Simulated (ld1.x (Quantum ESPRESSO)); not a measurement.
# An ultrasoft potential for copper, from input to tests

Do these settings give a usable potential? It is generated, then checked for transferability, scattering, ghosts and hardness.

The numbers are computed with ld1.x (Quantum ESPRESSO) 7.5 (PBE, scalar-relativistic, spin-unpolarised reference atom).

### 1 Settings

Typed settings, in words:

| Quantity | Value |
| --- | --- |
| element | copper (Cu, Z = 29) |
| type | ultrasoft |
| frozen core | [Ne] |
| valence charge | 19 |
| reference configuration | 3s2 3p6 3d10 4s1 4p0 |
| partial waves | 3s (bound): rcut 1.05, rcutus 1.30 bohr; 4s (bound): rcut 1.05, rcutus 1.30 bohr; 3p (bound): rcut 1.25, rcutus 1.45 bohr; 4p (bound, empty): rcut 1.25, rcutus 1.45 bohr; 3d (bound): rcut 0.95, rcutus 1.10 bohr; 3d channel at 0.15 Ry: rcut 0.95, rcutus 1.10 bohr |
| local potential | all-electron potential smoothed inside 0.95 bohr (lloc = -1) |
| core correction | not asked for |
| augmentation charge | PSQ, inside the norm-conserving radii |

### 2 The generation run

Cu.in

```
 &input
   title='Cu', zed=29., rel=1, dft='PBE', iswitch=3,
   config='[Ar] 3d10 4s1 4p0',
   nld=3, rlderiv=1.60, eminld=-10.0, emaxld=5.0, deld=0.04
 /
 &inputp
   pseudotype=3, tm=.true., lloc=-1, rcloc=0.95,
   nlcc=.false.,
   which_augfun='PSQ', rmatch_augfun_nc=.true.,
   file_pseudopw='Cu.UPF', file_wfcaegen='ae.wfc', file_wfcncgen='nc.wfc', file_beta='beta', file_chi='chi', file_wfcusgen='us.wfc'
 /
6
3S  1  0   2.00   0.00  1.05  1.30  0.0
4S  2  0   1.00   0.00  1.05  1.30  0.0
3P  2  1   6.00   0.00  1.25  1.45  0.0
4P  3  1   0.00   0.00  1.25  1.45  0.0
3D  3  2  10.00   0.00  0.95  1.10  0.0
3D  3  2   0.00   0.15  0.95  1.10  0.0
 &test
   configts(1)='3s2 3p6 3d10 4s1 4p0'
 /
```

Run with:

```console
$ ld1.x < Cu.in > Cu.out
```

The output, Cu.out (without the banner and most projector matrices):

```text
     Program LD1 v.7.5
     --------------------------- All-electron run ----------------------------

     Cu
     scalar relativistic calculation

     atomic number is 29.00
     dft =PBE   lsd =0 sic =0 latt =0  beta=0.20 tr2=1.0E-14
     Exchange-correlation= PBE
                           (   1   4   3   4   0   0   0)
     mesh =1199 r(mesh) = 100.25372 a.u. xmin = -7.00 dx = 0.01250
     1 Ry =  13.60569312 eV, c = 137.03599908

     n l     nl                  e(Ry)          e(Ha)          e(eV)
     1 0     1S 1( 2.00)      -650.5489      -325.2745     -8851.1694
     2 0     2S 1( 2.00)       -78.0904       -39.0452     -1062.4738
     2 1     2P 1( 6.00)       -67.3965       -33.6983      -916.9763
     3 0     3S 1( 2.00)        -8.4305        -4.2153      -114.7030
     3 1     3P 1( 6.00)        -5.3024        -2.6512       -72.1430
     3 2     3D 1(10.00)        -0.3703        -0.1851        -5.0378
     4 0     4S 1( 1.00)        -0.3388        -0.1694        -4.6093
     4 1     4P 1( 0.00)        -0.0512        -0.0256        -0.6967

     final scf error:  5.3E-15 reached in  32 iterations

     Etot =   -3309.701531 Ry,   -1654.850765 Ha,  -45030.783357 eV

     Ekin =    3358.932341 Ry,    1679.466170 Ha,   45700.602648 eV
     Encl =   -7969.314771 Ry,   -3984.657386 Ha, -108428.051175 eV
     Eh   =    1435.751702 Ry,     717.875851 Ha,   19534.397054 eV
     Exc  =    -135.070802 Ry,     -67.535401 Ha,   -1837.731883 eV

     normalization and overlap integrals

     s(1S/1S) =  1.000000  <r> =   0.0521  <r2> =    0.0037  r(max) =   0.0341
     s(2S/2S) =  1.000000  <r> =   0.2352  <r2> =    0.0653  r(max) =   0.1960
     s(2P/2P) =  1.000000  <r> =   0.2064  <r2> =    0.0523  r(max) =   0.1585
     s(3S/3S) =  1.000000  <r> =   0.7119  <r2> =    0.5863  r(max) =   0.6112
     s(3P/3P) =  1.000000  <r> =   0.7494  <r2> =    0.6650  r(max) =   0.6189
     s(3D/3D) =  1.000000  <r> =   1.0474  <r2> =    1.5756  r(max) =   0.6036
     s(4S/4S) =  1.000000  <r> =   2.9362  <r2> =   10.2155  r(max) =   2.2710
     s(4P/4P) =  1.000000  <r> =   5.1791  <r2> =   33.4210  r(max) =   3.6517

     ------------------------ End of All-electron run ------------------------

     --------------------- Generating US pseudopotential ---------------------

      Generating local potential from pseudized AE potential:
      Matching radius rcloc =   0.9500

      Local pseudo, rcloc= 0.959 Estimated cut-off energy=    27.25 Ry
      Wfc-us  3S rcutus= 1.294  Estimated cut-off energy=    32.97 Ry
      Wfc-us  4S rcutus= 1.294  Estimated cut-off energy=    67.85 Ry
      Wfc-us  3P rcutus= 1.466  Estimated cut-off energy=    40.13 Ry
      Wfc-us  4P rcutus= 1.466  Estimated cut-off energy=    76.03 Ry
      Wfc-us  3D rcutus= 1.114  Estimated cut-off energy=    92.48 Ry
      Wfc-us  3D rcutus= 1.114  Estimated cut-off energy=    95.37 Ry

     Q pseudized with Bessel functions
     Expected ecutrho=     474.7832 due to l1=  2   l2=  2

     ------------------- End of pseudopotential generation -------------------

     [... the all-electron block is printed once more ...]


     Computing logarithmic derivative in   1.59038
     Computing logarithmic derivative in   1.59038
     Computing the partial wave expansion
     R is outside the sphere for l=    0 j= 0.00
     R is outside the sphere for l=    0 j= 0.00
     R is outside the sphere for l=    1 j= 0.00
     R is outside the sphere for l=    1 j= 0.00
     R is outside the sphere for l=    2 j= 0.00
     R is outside the sphere for l=    2 j= 0.00

     ---------------------- Testing the pseudopotential ----------------------

     Cu
     scalar relativistic calculation

     atomic number is 29.00   valence charge is 19.00
     dft =PBE   lsd =0 sic =0 latt =0  beta=0.20 tr2=1.0E-14
     mesh =1199 r(mesh) = 100.25372 xmin = -7.00 dx = 0.01250

     n l     nl             e AE (Ry)        e PS (Ry)    De AE-PS (Ry)
     1 0     3S   1( 2.00)       -8.43051       -8.43049       -0.00002
     2 1     3P   1( 6.00)       -5.30241       -5.30240       -0.00002
     3 2     3D   1(10.00)       -0.37027       -0.37026       -0.00001
     2 0     4S   1( 1.00)       -0.33878       -0.33877       -0.00000
     3 1     4P   1( 0.00)       -0.05121       -0.05121       -0.00000

     eps = 3.4E-16  iter =  8

     Etot =   -3309.701531 Ry,   -1654.850765 Ha,  -45030.783357 eV
     Etotps =  -396.468849 Ry,    -198.234424 Ha,   -5394.233489 eV

     Ekin =     103.364404 Ry,      51.682202 Ha,    1406.344365 eV
     Encl =    -915.457917 Ry,    -457.728959 Ha,  -12455.439489 eV
     Ehrt =     355.264330 Ry,     177.632165 Ha,    4833.617458 eV
     Ecxc =     -37.668271 Ry,     -18.834136 Ha,    -512.502941 eV
     Epseu=      98.028605 Ry,      49.014303 Ha,    1333.747118 eV

     ---------------------- End of pseudopotential test ----------------------
```

It took 1.9 s on 1 thread of Neoverse-V1, shared host. This counts the later configuration tests of the new file too.

All-electron and pseudo partial waves u(r) = r·R(r), from the program's wave files:

```tsv
r (bohr)	4p AE	4p PS	3s AE	3s PS
0.072	-0.0574	0.0145	-0.0586	0.2473
0.145	-0.0718	0.0563	-0.6872	0.4869
0.217	-0.0302	0.1178	-0.5213	0.7020
0.290	0.0287	0.1910	0.0163	0.8894
0.362	0.0787	0.2625	0.5589	1.0374
0.435	0.1122	0.3235	0.9707	1.1455
0.507	0.1272	0.3633	1.2123	1.2090
0.580	0.1271	0.3776	1.3143	1.2306
0.652	0.1154	0.3644	1.3127	1.2131
0.725	0.0955	0.3259	1.2447	1.1614
0.798	0.0704	0.2678	1.1392	1.0828
0.870	0.0426	0.1990	1.0185	0.9868
0.942	0.0135	0.1265	0.8944	0.8801
1.015	-0.0165	0.0566	0.7733	0.7689
1.088	-0.0461	-0.0050	0.6614	0.6610
1.160	-0.0746	-0.0550	0.5624	0.5627
1.232	-0.1019	-0.0948	0.4751	0.4752
1.305	-0.1283	-0.1267	0.3983	0.3983
1.378	-0.1533	-0.1532	0.3324	0.3324
1.450	-0.1767	-0.1767	0.2772	0.2772
1.522	-0.1986	-0.1986	0.2304	0.2304
1.595	-0.2194	-0.2194	0.1906	0.1906
1.668	-0.2389	-0.2389	0.1573	0.1573
1.740	-0.2569	-0.2569	0.1299	0.1299
1.812	-0.2737	-0.2737	0.1071	0.1071
1.885	-0.2895	-0.2895	0.0880	0.0880
```

### 3 Testing the new file in other configurations

Cu.test.in

```
 &input
   title='Cu', zed=29., rel=1, dft='PBE', iswitch=2,
   config='[Ar] 3d10 4s1 4p0'
 /
 &test
   file_pseudo='Cu.UPF', nconf=8,
   configts(1)='3s2 3p6 3d10 4s1 4p0',
   configts(2)='3s2 3p6 3d10 4s0 4p0',
   configts(3)='3s2 3p6 3d9 4s0 4p0',
   configts(4)='3s2 3p6 3d8 4s0 4p0',
   configts(5)='3s2 3p6 3d9 4s1 4p0',
   configts(6)='3s2 3p6 3d9 4s1 4p1',
   configts(7)='3s2 3p6 3d9 4s2 4p0',
   configts(8)='3s2 3p5 3d10 4s1 4p0'
 /
```

Run with:

```console
$ ld1.x < Cu.test.in > Cu.test.out
```

Cu.test.out, the pseudopotential blocks:

```text
     ---------------------- Testing the pseudopotential ----------------------

     Cu
     scalar relativistic calculation

     atomic number is 29.00   valence charge is 19.00
     dft =PBE   lsd =0 sic =0 latt =0  beta=0.20 tr2=1.0E-14
     mesh =1199 r(mesh) = 100.25372 xmin = -7.00 dx = 0.01250

     n l     nl             e AE (Ry)        e PS (Ry)    De AE-PS (Ry)
     1 0     3S   1( 2.00)       -8.43051       -8.43049       -0.00002
     2 1     3P   1( 6.00)       -5.30241       -5.30240       -0.00002
     3 2     3D   1(10.00)       -0.37027       -0.37026       -0.00001
     2 0     4S   1( 1.00)       -0.33878       -0.33877       -0.00000
     3 1     4P   1( 0.00)       -0.05121       -0.05121       -0.00000

     eps = 3.4E-16  iter =  8

     Etot =   -3309.701531 Ry,   -1654.850765 Ha,  -45030.783357 eV
     Etotps =  -396.468849 Ry,    -198.234424 Ha,   -5394.233489 eV

     Ekin =     103.364404 Ry,      51.682202 Ha,    1406.344365 eV
     Encl =    -915.457917 Ry,    -457.728959 Ha,  -12455.439489 eV
     Ehrt =     355.264330 Ry,     177.632165 Ha,    4833.617458 eV
     Ecxc =     -37.668271 Ry,     -18.834136 Ha,    -512.502941 eV
     Epseu=      98.028605 Ry,      49.014303 Ha,    1333.747118 eV

     ---------------------- End of pseudopotential test ----------------------

     ---------------------- Testing the pseudopotential ----------------------

     Cu
     [...]
     n l     nl             e AE (Ry)        e PS (Ry)    De AE-PS (Ry)
     1 0     3S   1( 2.00)       -9.06400       -9.06172       -0.00228
     2 1     3P   1( 6.00)       -5.93825       -5.93592       -0.00233
     3 2     3D   1(10.00)       -1.00387       -1.00308       -0.00079
     2 0     4S   1( 0.00)       -0.87409       -0.87429        0.00020
     3 1     4P   1( 0.00)       -0.48142       -0.48239        0.00097

     eps = 3.8E-16  iter = 14

     Etot =   -3309.102669 Ry,   -1654.551334 Ha,  -45022.635421 eV
     Etotps =  -395.869826 Ry,    -197.934913 Ha,   -5386.083368 eV
     dEtot_ae =       0.598862 Ry
     dEtot_ps =       0.599023 Ry,   Delta E=      -0.000161 Ry

     [...]
     ---------------------- End of pseudopotential test ----------------------

     ---------------------- Testing the pseudopotential ----------------------

     Cu
     [...]
     n l     nl             e AE (Ry)        e PS (Ry)    De AE-PS (Ry)
     1 0     3S   1( 2.00)      -10.31083      -10.31601        0.00519  !
     2 1     3P   1( 6.00)       -7.17487       -7.17910        0.00423
     3 2     3D   1( 9.00)       -2.17762       -2.18138        0.00376
     2 0     4S   1( 0.00)       -1.64243       -1.64194       -0.00049
     3 1     4P   1( 0.00)       -1.12816       -1.14374        0.01558  !

     eps = 5.2E-15  iter = 12

     Etot =   -3307.534761 Ry,   -1653.767381 Ha,  -45001.302955 eV
     Etotps =  -394.300922 Ry,    -197.150461 Ha,   -5364.737340 eV
     dEtot_ae =       2.166770 Ry
     dEtot_ps =       2.167927 Ry,   Delta E=      -0.001157 Ry

     [...]
     ---------------------- End of pseudopotential test ----------------------

     ---------------------- Testing the pseudopotential ----------------------

     Cu
     [...]
     n l     nl             e AE (Ry)        e PS (Ry)    De AE-PS (Ry)
     1 0     3S   1( 2.00)      -11.81043      -11.83496        0.02453  !
     2 1     3P   1( 6.00)       -8.65850       -8.67976        0.02126  !
     3 2     3D   1( 8.00)       -3.59499       -3.61158        0.01659  !
     2 0     4S   1( 0.00)       -2.53770       -2.53798        0.00028
     3 1     4P   1( 0.00)       -1.91536       -1.99594        0.08058  !

     eps = 1.3E-15  iter = 13

     Etot =   -3304.666857 Ry,   -1652.333428 Ha,  -44962.283127 eV
     Etotps =  -391.423458 Ry,    -195.711729 Ha,   -5325.587457 eV
     dEtot_ae =       5.034674 Ry
     dEtot_ps =       5.045390 Ry,   Delta E=      -0.010716 Ry

     [...]
     ---------------------- End of pseudopotential test ----------------------

     ---------------------- Testing the pseudopotential ----------------------

     Cu
     [...]
     n l     nl             e AE (Ry)        e PS (Ry)    De AE-PS (Ry)
     1 0     3S   1( 2.00)       -9.50984       -9.51647        0.00662  !
     2 1     3P   1( 6.00)       -6.37323       -6.37894        0.00572  !
     3 2     3D   1( 9.00)       -1.38593       -1.38991        0.00398
     2 0     4S   1( 1.00)       -0.99920       -0.99866       -0.00054
     3 1     4P   1( 0.00)       -0.56486       -0.56997        0.00510  !

     eps = 6.2E-15  iter = 10

     Etot =   -3308.850568 Ry,   -1654.425284 Ha,  -45019.205425 eV
     Etotps =  -395.616346 Ry,    -197.808173 Ha,   -5382.634601 eV
     dEtot_ae =       0.850962 Ry
     dEtot_ps =       0.852502 Ry,   Delta E=      -0.001540 Ry

     [...]
     ---------------------- End of pseudopotential test ----------------------

     ---------------------- Testing the pseudopotential ----------------------

     Cu
     [...]
     n l     nl             e AE (Ry)        e PS (Ry)    De AE-PS (Ry)
     1 0     3S   1( 2.00)       -8.97493       -8.97627        0.00134
     2 1     3P   1( 6.00)       -5.83772       -5.83873        0.00101
     3 2     3D   1( 9.00)       -0.85163       -0.84978       -0.00184
     2 0     4S   1( 1.00)       -0.52491       -0.52209       -0.00282
     3 1     4P   1( 1.00)       -0.15499       -0.15456       -0.00043

     eps = 7.8E-15  iter = 13

     Etot =   -3309.200967 Ry,   -1654.600483 Ha,  -45023.972836 eV
     Etotps =  -395.968159 Ry,    -197.984079 Ha,   -5387.421252 eV
     dEtot_ae =       0.500564 Ry
     dEtot_ps =       0.500690 Ry,   Delta E=      -0.000126 Ry

     [...]
     ---------------------- End of pseudopotential test ----------------------

     ---------------------- Testing the pseudopotential ----------------------

     Cu
     [...]
     n l     nl             e AE (Ry)        e PS (Ry)    De AE-PS (Ry)
     1 0     3S   1( 2.00)       -8.81962       -8.82749        0.00787  !
     2 1     3P   1( 6.00)       -5.68196       -5.68890        0.00694  !
     3 2     3D   1( 9.00)       -0.69958       -0.70387        0.00429
     2 0     4S   1( 2.00)       -0.42717       -0.42668       -0.00049
     3 1     4P   1( 0.00)       -0.08609       -0.08698        0.00090

     eps = 9.6E-15  iter = 17

     Etot =   -3309.556741 Ry,   -1654.778371 Ha,  -45028.813395 eV
     Etotps =  -396.322070 Ry,    -198.161035 Ha,   -5392.236467 eV
     dEtot_ae =       0.144790 Ry
     dEtot_ps =       0.146778 Ry,   Delta E=      -0.001989 Ry

     [...]
     ---------------------- End of pseudopotential test ----------------------

     ---------------------- Testing the pseudopotential ----------------------

     Cu
     [...]
     n l     nl             e AE (Ry)        e PS (Ry)    De AE-PS (Ry)
     1 0     3S   1( 2.00)       -9.58993       -9.59540        0.00547  !
     2 1     3P   1( 5.00)       -6.45223       -6.45484        0.00261
     3 2     3D   1(10.00)       -1.44585       -1.45216        0.00631  !
     2 0     4S   1( 1.00)       -1.00631       -1.00471       -0.00160
     3 1     4P   1( 0.00)       -0.56762       -0.57153        0.00391

     eps = 4.4E-15  iter = 11

     Etot =   -3303.855838 Ry,   -1651.927919 Ha,  -44951.248655 eV
     Etotps =  -390.620284 Ry,    -195.310142 Ha,   -5314.659714 eV
     dEtot_ae =       5.845693 Ry
     dEtot_ps =       5.848565 Ry,   Delta E=      -0.002872 Ry

     [...]
     ---------------------- End of pseudopotential test ----------------------
```

The tests as a table, with energies relative to 3s2 3p6 3d10 4s1 4p0.

| valence configuration | charge | ΔE all-electron (eV) | error AE − PS (meV) |
| --- | --- | --- | --- |
| 3s2 3p6 3d10 4s0 4p0 | +1 | 8.148 | -2.2 |
| 3s2 3p6 3d9 4s0 4p0 | +2 | 29.480 | -16 |
| 3s2 3p6 3d8 4s0 4p0 | +3 | 68.500 | -146 |
| 3s2 3p6 3d9 4s1 4p0 | +1 | 11.578 | -21 |
| 3s2 3p6 3d9 4s1 4p1 | 0 | 6.811 | -1.7 |
| 3s2 3p6 3d9 4s2 4p0 | 0 | 1.970 | -27 |
| 3s2 3p5 3d10 4s1 4p0 | +1 | 79.535 | -39 |

### 4 Scattering by logarithmic derivatives

Taken from the files of the generation run. The phase is arctan(r·u′/u) with u = r·R, unwrapped, with energies in Ry. A pole is an energy at which the radial function vanishes at the test radius. The pseudo phase is shifted by a multiple of π to meet the all-electron one at the reference energy. Levels narrower than the energy grid can be missing from the poles. Left out: p, where the overlap operator is not positive , so their phases aren't trusted. The last column is the largest difference on the grid between −1 and +1 Ry.

| channel | radius (bohr) | reference (Ry) | poles AE | poles PS | window around the reference with phases within 0.05 rad (Ry) | largest difference near zero (rad) |
| --- | --- | --- | --- | --- | --- | --- |
| s | 1.59 | -0.34 | -8.22 | -8.22 | the whole range | 0.000 |
| d | 1.59 | -0.37 | 0.43 | 0.43 | the whole range | 0.000 |

Phases (rad) along the scan:

```tsv
E (Ry)	d AE	d PS	s AE	s PS
-10.00	1.377	1.377	1.302	1.302
-9.52	1.372	1.372	1.263	1.263
-9.04	1.367	1.367	1.149	1.149
-8.56	1.362	1.362	-0.744	-0.744
-8.08	1.356	1.356	-1.632	-1.632
-7.60	1.349	1.349	-1.718	-1.718
-7.12	1.342	1.342	-1.755	-1.755
-6.64	1.334	1.334	-1.779	-1.779
-6.16	1.325	1.325	-1.798	-1.798
-5.68	1.315	1.315	-1.815	-1.815
-5.20	1.303	1.303	-1.832	-1.832
-4.72	1.290	1.290	-1.850	-1.850
-4.24	1.274	1.273	-1.869	-1.869
-3.76	1.254	1.254	-1.891	-1.891
-3.28	1.228	1.228	-1.915	-1.915
-2.80	1.194	1.194	-1.943	-1.943
-2.32	1.145	1.144	-1.978	-1.977
-1.84	1.064	1.063	-2.019	-2.019
-1.36	0.900	0.900	-2.072	-2.072
-0.88	0.415	0.414	-2.140	-2.140
-0.40	-0.851	-0.851	-2.231	-2.231
0.08	-1.420	-1.420	-2.359	-2.359
0.56	-1.608	-1.608	-2.542	-2.542
1.04	-1.706	-1.706	-2.805	-2.805
1.52	-1.775	-1.775	-3.152	-3.151
2.00	-1.833	-1.833	-3.524	-3.522
2.48	-1.890	-1.891	-3.835	-3.833
2.96	-1.953	-1.954	-4.059	-4.057
3.44	-2.029	-2.031	-4.215	-4.212
3.92	-2.126	-2.130	-4.324	-4.322
4.40	-2.262	-2.268	-4.404	-4.402
4.88	-2.463	-2.473	-4.465	-4.462
```

### 5 Cutoff and ghost test in a Bessel basis

This step uses the generator's waves and projectors in a separate script. Basis: spherical Bessel functions vanishing at 20 bohr, q² up to the cutoff; potential fixed at the reference.

No cutoffs are read. The overlap operator is not positive in p (lowest eigenvalue -4.597), so the test is not defined there. The ghost test is not conclusive.

### 6 Summary of results

```
                                                quantity                              value
                                                 cutoffs                     not determined
                                            bound ghosts                     not determined
                            largest test error (AE − PS)  -146 meV, for 3s2 3p6 3d8 4s0 4p0
largest phase difference near zero energy, channels read                          0.000 rad
         lowest eigenvalue of the overlap (Bessel basis)                         -4.597 (p)
               density cutoff estimated by the generator                             475 Ry
```

In words: The overlap operator is not positive definite in p, so a plane-wave run would break down once the basis is large enough. By total energies transferability is fair for so large an energy: the largest error is 146 meV on 68.5 eV, for 3s2 3p6 3d8 4s0 4p0. That test lies far up in energy; among those under 40 eV, nearer to bonding, the largest error is 27 meV. No cutoffs are read. Ghosts could not be judged. Near zero energy the phases of the channels with partial waves that could be evaluated agree within 0.001 rad.
